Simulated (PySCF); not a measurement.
# C5H12N2Si: magnetic properties

Aim: compute the magnetic properties of C5H12N2Si (`[SiH3]NN=C1CCCC1`).

Programs: PySCF 2.14.0, with routines of our own; each step states its level. All values are computed. Atoms count from 0.

## (1) The starting structure

20 atoms, charge 0, multiplicity 1; geometry from: GFN2-xTB.

## (2) Magnetic properties: GIAO B3LYP/pcSseg-1

What the job is given:

```
{"job": {"kind": "mag", "xc": "B3LYP", "basis": "pcSseg-1", "isotopologues": 2}, "charge": 0, "multiplicity": 1}
Si     3.727701    -0.006905    -0.400625
N      2.045355    -0.411296    -0.391885
N      1.145601     0.462463     0.113172
C     -0.099900     0.264341     0.022682
C     -0.840265    -0.896538    -0.610859
C     -2.310964    -0.481788    -0.542417
C     -2.384196     0.426229     0.685504
C     -1.089402     1.233430     0.607015
H      4.002094     1.129856    -1.285710
H      4.138658     0.309537     0.964907
H      4.348455    -1.230576    -0.912194
H      1.670710    -1.227330    -0.867821
H     -0.509689    -1.084773    -1.635644
H     -0.663484    -1.806018    -0.027130
H     -2.574786     0.088430    -1.435078
H     -2.983127    -1.336361    -0.470997
H     -2.389555    -0.178764     1.593899
H     -3.273116     1.055227     0.685598
H     -0.755771     1.620382     1.568019
H     -1.209468     2.081131    -0.073168
```

With the program's defaults for keys left out, this is: GIAO B3LYP/pcSseg-1 magnetisability, rotational g tensor and spin-rotation constants, non-relativistic, gas phase.

The run is started by

```sh
$ OMP_NUM_THREADS=1 python excited_run.py task.json out
```

The driver reads the jobs from task.json and runs them one after another.

Standard output:

```text
coarse grid: 16624 points
cycle   1  E = -596.5940420802  dE =  9.432e-01  |g| = 4.720e-01  |ddm| = 4.086e+00
cycle   2  E = -596.5741781552  dE =  1.986e-02  |g| = 5.628e-01  |ddm| = 1.100e+00
cycle   3  E = -596.6506202888  dE = -7.644e-02  |g| = 8.495e-02  |ddm| = 6.197e-01
cycle   4  E = -596.6513818378  dE = -7.615e-04  |g| = 5.812e-02  |ddm| = 1.060e-01
cycle   5  E = -596.6521495749  dE = -7.677e-04  |g| = 1.031e-02  |ddm| = 5.798e-02
cycle   6  E = -596.6521701710  dE = -2.060e-05  |g| = 4.076e-03  |ddm| = 1.184e-02
cycle   7  E = -596.6521733307  dE = -3.160e-06  |g| = 6.435e-04  |ddm| = 3.142e-03
final grid: 154416 points
cycle   8  E = -596.7102638045  dE = -4.455e-05  |g| = 6.854e-03  |ddm| = 3.071e-02
cycle   9  E = -596.7102563677  dE =  7.437e-06  |g| = 8.867e-03  |ddm| = 1.511e-02
cycle  10  E = -596.7102753781  dE = -1.901e-05  |g| = 8.771e-04  |ddm| = 8.517e-03
cycle  11  E = -596.7102754914  dE = -1.133e-07  |g| = 5.085e-04  |ddm| = 1.077e-03
cycle  12  E = -596.7102755496  dE = -5.818e-08  |g| = 6.683e-05  |ddm| = 4.848e-04
cycle  13  E = -596.7102755505  dE = -9.177e-10  |g| = 1.934e-05  |ddm| = 8.015e-05
converged SCF energy = -596.7102755505

Magnetisability tensor (1e-30 J/T^2)
    -1316.80       -3.68        6.33
       -3.68    -1305.11       80.00
        6.33       80.00    -1387.28
isotropic -1336.40   principal values   -1436.58  -1316.35  -1256.26
isotropic susceptibility -80.480 1e-6 cm^3/mol

Inertial axes            a          b          c
rot. const./GHz      5.6371     0.7297     0.6663
chi total           -79.359    -75.693    -86.387
chi diamagnetic    -362.345  -1789.888  -1955.817
chi paramagnetic    282.986   1714.195   1869.430
quadrupole/D A        2.874     -0.719     -2.155
g nuclear            0.6838     0.5786     0.5806
g electronic        -0.7494    -0.5876    -0.5852
g total             -0.0656    -0.0090    -0.0046

Spin-rotation constants (kHz, H = +C I.J)
atom  isotope        aa         bb         cc
  1    14N        0.525      0.051      0.047
  2    14N        1.594      0.163      0.037
  8     1H       -0.458     -0.053      0.018
  9     1H       -0.463     -0.009     -0.022
 10     1H       -0.325      0.009     -0.060
 11     1H       -0.443      0.029     -0.088
 12     1H       -0.491     -0.030     -0.039
 13     1H       -0.590     -0.063     -0.000
 14     1H       -0.585     -0.081      0.017
 15     1H       -0.299     -0.036     -0.053
 16     1H       -0.587     -0.085      0.020
 17     1H       -0.020     -0.064     -0.063
 18     1H       -0.591      0.002     -0.047
 19     1H       -0.622     -0.066      0.017
  0   29Si*      -2.930     -0.448     -0.383
  3    13C*       2.058      0.336      0.164
  4    13C*       0.969      0.118      0.099
  5    13C*       0.924      0.110      0.124
  6    13C*       0.929      0.112      0.121
  7    13C*       0.935      0.127      0.134
* in the singly substituted isotopologue

Isotopologues: g along a, b, c
2H    at 8,9,10,11,12,1    -0.0482    -0.0079    -0.0040
30Si  at 0                 -0.0656    -0.0087    -0.0045
```

Wall time 40 s (1 thread of Arm Neoverse V1, shared host); peak memory 0.93 GiB.

Key values:

```csv
quantity,value
magnetisability,-1336·10⁻³⁰ J/T²
molar susceptibility,-80.5·10⁻⁶ cm³/mol
"rotational g (a, b, c)","-0.0656, -0.0090, -0.0046"
```

## (3) Magnetic properties: GIAO HSE06/6-31G

The job, as its differences from that of step 2:

```diff
@@ -1,2 +1,2 @@
-{"job": {"kind": "mag", "xc": "B3LYP", "basis": "pcSseg-1", "isotopologues": 2}, "charge": 0, "multiplicity": 1}
+{"job": {"kind": "mag", "xc": "HSE06", "basis": "6-31G"}, "charge": 0, "multiplicity": 1}
 Si     3.727701    -0.006905    -0.400625
```

With the program's defaults for keys left out, this is: GIAO HSE06/6-31G magnetisability, rotational g tensor and spin-rotation constants, non-relativistic, gas phase.

Standard output:

```text
coarse grid: 16624 points
cycle   1  E = -596.1547218732  dE =  1.082e+00  |g| = 4.106e-01  |ddm| = 4.225e+00
cycle   2  E = -596.1422809943  dE =  1.244e-02  |g| = 4.780e-01  |ddm| = 1.206e+00
cycle   3  E = -596.2025610061  dE = -6.028e-02  |g| = 5.530e-02  |ddm| = 6.315e-01
cycle   4  E = -596.2026428523  dE = -8.185e-05  |g| = 5.204e-02  |ddm| = 1.126e-01
cycle   5  E = -596.2033224894  dE = -6.796e-04  |g| = 6.229e-03  |ddm| = 6.774e-02
cycle   6  E = -596.2033304783  dE = -7.989e-06  |g| = 3.396e-03  |ddm| = 1.182e-02
cycle   7  E = -596.2033328483  dE = -2.370e-06  |g| = 4.057e-04  |ddm| = 3.083e-03
final grid: 154416 points
cycle   8  E = -596.1295864488  dE = -3.109e-05  |g| = 7.201e-03  |ddm| = 3.017e-02
cycle   9  E = -596.1295737947  dE =  1.265e-05  |g| = 1.031e-02  |ddm| = 1.965e-02
cycle  10  E = -596.1295982966  dE = -2.450e-05  |g| = 2.218e-03  |ddm| = 1.200e-02
cycle  11  E = -596.1295996193  dE = -1.323e-06  |g| = 1.682e-04  |ddm| = 2.760e-03
cycle  12  E = -596.1295996229  dE = -3.558e-09  |g| = 1.212e-04  |ddm| = 3.282e-04
cycle  13  E = -596.1295996260  dE = -3.181e-09  |g| = 1.736e-05  |ddm| = 1.366e-04
cycle  14  E = -596.1295996261  dE = -8.208e-11  |g| = 2.979e-06  |ddm| = 2.935e-05
converged SCF energy = -596.1295996261

Magnetisability tensor (1e-30 J/T^2)
    -1408.40      -11.89        3.81
      -11.89    -1386.47       72.94
        3.81       72.94    -1456.55
isotropic -1417.14   principal values   -1503.39  -1408.38  -1339.64
isotropic susceptibility -85.342 1e-6 cm^3/mol

Inertial axes            a          b          c
rot. const./GHz      5.6371     0.7297     0.6663
chi total           -84.806    -80.839    -90.380
chi diamagnetic    -360.440  -1787.002  -1952.423
chi paramagnetic    275.634   1706.163   1862.043
quadrupole/D A        4.272     -0.986     -3.286
g nuclear            0.6838     0.5786     0.5806
g electronic        -0.7299    -0.5849    -0.5829
g total             -0.0461    -0.0063    -0.0023

Spin-rotation constants (kHz, H = +C I.J)
atom  isotope        aa         bb         cc
  1    14N        0.469      0.040      0.039
  2    14N        1.500      0.146      0.032
  8     1H       -0.517     -0.058      0.012
  9     1H       -0.526     -0.015     -0.026
 10     1H       -0.395      0.001     -0.064
 11     1H       -0.466      0.009     -0.093
 12     1H       -0.521     -0.035     -0.043
 13     1H       -0.613     -0.067     -0.005
 14     1H       -0.609     -0.084      0.012
 15     1H       -0.345     -0.042     -0.057
 16     1H       -0.610     -0.088      0.016
 17     1H       -0.073     -0.070     -0.066
 18     1H       -0.626     -0.005     -0.049
 19     1H       -0.647     -0.069      0.013
  0   29Si*      -2.385     -0.381     -0.329
  3    13C*       1.799      0.295      0.140
  4    13C*       0.800      0.095      0.080
  5    13C*       0.738      0.086      0.104
  6    13C*       0.741      0.089      0.101
  7    13C*       0.759      0.103      0.113
* in the singly substituted isotopologue
```

It took 38 s on 1 thread of Arm Neoverse V1, shared host; peak memory 0.61 GiB.

Key values:

```csv
quantity,value
magnetisability,-1417·10⁻³⁰ J/T²
molar susceptibility,-85.3·10⁻⁶ cm³/mol
"rotational g (a, b, c)","-0.0461, -0.0063, -0.0023"
```

## (4) Magnetic properties side by side

```csv
level,ξ (10⁻³⁰ J/T²),g(a),g(b),gap (eV),functions,time
GIAO B3LYP/pcSseg-1,-1336,-0.0656,-0.0090,6.10,203,40 s
GIAO HSE06/6-31G,-1417,-0.0461,-0.0063,5.92,100,38 s
```

## (5) Outcome

| quantity | value |
| --- | --- |
| magnetisability (step 2, GIAO B3LYP/pcSseg-1) | -1336·10⁻³⁰ J/T² |
| molar susceptibility (step 2, GIAO B3LYP/pcSseg-1) | -80.5·10⁻⁶ cm³/mol |
| rotational g (a, b, c) (step 2, GIAO B3LYP/pcSseg-1) | -0.0656, -0.0090, -0.0046 |
| magnetisability over the levels | -1417 to -1336·10⁻³⁰ J/T² |

**Reading.** The magnetisability spreads by 5.9 % over 2 levels of like cost. Two levels can agree by chance, so this spread shows no convergence. Vibrational averaging and real surroundings are missing from these values.
